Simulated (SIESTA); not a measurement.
## BiTe under changes of volume

One of the cells (34.532 Å³/atom); the others are scaled copies at fixed shape and fractional positions:

```xyz
2
Lattice="0.0000 3.2564 3.2564 3.2564 0.0000 3.2564 3.2564 3.2564 0.0000" Properties=species:S:1:pos:R:3 pbc="T T T"
Bi    0.0000    0.0000    0.0000
Te    3.2564    3.2564    3.2564
```

* Program: SIESTA 5.4.2
* Functional: PBE
* Potentials or basis: PseudoDojo 0.4 standard (PBE files)
* Basis: DZP (energy shift 0.003 Ry; two zetas on semicore shells)
* Grid cutoff: 500 Ry
* Energy shift: 0.003 Ry
* k mesh: 7 × 7 × 7
* Occupations: fermi-dirac, width 0.05 eV
* Spin: no spin polarisation

```csv
volume (Å³/atom),energy over the lowest point (meV/atom),pressure (GPa)
31.824,48.27,5.3
32.501,28.65,4.0
33.178,14.38,2.8
34.532,1.29,0.8
35.209,0.00,-0.2
35.886,?,?
```

Question: What does the run at 35.886 Å³/atom give?

Answer: Energy over the lowest point 2.43 meV/atom; pressure -1.0 GPa.

Worked out: A Birch-Murnaghan fit of order 3 (a polynomial in V^(-2/3)) to the other rows has its minimum at 35.11 Å³/atom with B0 = V·E''(V) = 36 GPa (rough, since the energies scatter). It gives 1.78 meV/atom at 35.886 Å³/atom, against the run's 2.43, and -dE/dV = -0.7 GPa, against -1.0.

Energies are extrapolated to zero smearing.

Caveats: the basis of atomic orbitals isn't converged, which shifts pressures, moduli and gaps.
